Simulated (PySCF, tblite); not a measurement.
**Cl₃H₉OSi₅, a small molecule taken as a stand-in for a surface group (silicon-backed Si): NMR shifts, core binding energies and electronic excitations**

Aim: the NMR shifts, core binding energies and electronic excitations of `[SiH3][Si]([SiH3])([SiH3])O[Si](Cl)(Cl)Cl`.

Computed with tblite 0.8.0 and PySCF 2.14.0; each step states its level. No surroundings beyond the atoms listed, unless a continuum is named. Atoms count from 0, parts from 1.

### 1 The system as given

18 atoms, charge 0, multiplicity 1; geometry: distance geometry start.

### 2 Geometry optimisation with GFN2-xTB

Job settings and geometry (Å):

```
{"job": {"kind": "relax", "xc": "GFN2-xTB", "basis": "xTB"}, "charge": 0, "multiplicity": 1}
Si    -0.329200     0.762648    -1.719500
Si    -0.084991    -0.659562    -0.024493
Si    -1.869988    -0.523103     1.308749
Si     0.111283    -2.733024    -0.801281
O      1.363098    -0.209780     0.884379
Si     1.930583    -1.056390     2.356089
Cl     0.276186    -1.415573     3.633912
Cl     3.355278     0.169503     3.319482
Cl     2.824376    -2.889122     1.823318
H     -1.690237     0.804885    -2.111387
H      0.103218     2.061563    -1.328924
H      0.452188     0.311577    -2.824427
H     -1.760221    -1.498185     2.331672
H     -1.922953     0.759443     1.888836
H     -3.049158    -0.769179     0.541552
H     -0.705840    -2.871816    -1.945224
H     -0.240720    -3.650908     0.206838
H      1.469708    -2.945524    -1.157848
```

With the program's defaults for keys left out, this is: GFN2-xTB geometry optimisation, gas phase.

Run with:

```sh
$ OMP_NUM_THREADS=1 python cluster_run.py task.json out
```

The driver reads the jobs from task.json and runs them one after another.

**Question.** The jobs that follow are: PBE0-D3(BJ)/def2-SVP geometry optimisation, gas phase; GIAO PBE0/pcSseg-1 NMR shielding, non-relativistic, gas phase; delta-SCF UKS SCAN, pcX-2 on the ionised atom, pcseg-1 elsewhere, spin-free X2C; TDDFT CAM-B3LYP/def2-SVPD, vertical, gas phase, core orbitals frozen in the response. Predict: rotational constants (main isotopes); ¹H shifts against TMS (PBE0/pcSseg-1); ²⁹Si shifts against TMS (PBE0/pcSseg-1); ¹⁷O shifts against H2O (PBE0/pcSseg-1); ³⁵Cl shifts against HCl (PBE0/pcSseg-1); Si2p binding energies, SCAN/pcX-2 (standing for 4 of 5 atoms); O1s binding energies, SCAN/pcX-2; lowest singlet (CAM-B3LYP/def2-SVPD); brightest single state of those computed; lowest triplet; vertical ionisation energy (ΔSCF); vertical electron affinity (ΔSCF).

The runs gave:

| quantity | value |
| --- | --- |
| rotational constants (main isotopes) | 0.60, 0.32, 0.31 GHz |
| ¹H shifts against TMS (PBE0/pcSseg-1) | 4.02, 4.02, 4.00, 3.99, 3.92, 3.91, 3.41, 3.39, 3.39 ppm |
| ²⁹Si shifts against TMS (PBE0/pcSseg-1) | 8.8, -14.0, -100.1, -100.5, -100.6 ppm |
| ¹⁷O shifts against H2O (PBE0/pcSseg-1) | 85.4 ppm |
| ³⁵Cl shifts against HCl (PBE0/pcSseg-1) | 159, 159, 146 ppm |
| Si2p binding energies, SCAN/pcX-2 (standing for 4 of 5 atoms) | Si1 107.17, Si0 106.85, Si3 106.76, Si2 106.75 eV |
| O1s binding energies, SCAN/pcX-2 | O4 538.30 eV |
| lowest singlet (CAM-B3LYP/def2-SVPD) | 5.68 eV (218 nm), f = 0.009 |
| brightest single state of those computed | state 5, 6.92 eV, f = 0.152 |
| lowest triplet | 5.08 eV |
| vertical ionisation energy (ΔSCF) | 9.56 eV |
| vertical electron affinity (ΔSCF) | -0.31 eV (unbound: the value hangs on the basis) |

**Reading.** Over 13 steps the energy fell by 0.419 eV; of the close pairs, Si3–H17 changed most, 1.427 to 1.494 Å (PBE0/def2-SVP). No frequency check was run at this level, so the end point may be a saddle. The Si2p levels kept as sound span 0.41 eV, from Si2 (silicon bonded to Si, 3 H) up to Si1 (silicon bonded to O, 3 Si). Only 4 of the 5 Si atoms are covered by sound results. The lowest singlet, at 5.68 eV, is HOMO→LUMO 0.90 and is weak; of the 6 states computed, the strongest absorption comes from states 5 to 6 together at 6.92 eV (the last computed, so partners may be missing). The lowest triplet lies 0.60 eV below the lowest singlet (triplets in Tamm-Dancoff, singlets in full TDDFT). ΔSCF puts the ionisation energy at 9.56 eV, 0.46 eV above −ε(HOMO). A capped cluster stands for the solid here, so long-range fields and strain are missing, and bands or shifts of the capping hydrogens have no counterpart in it.
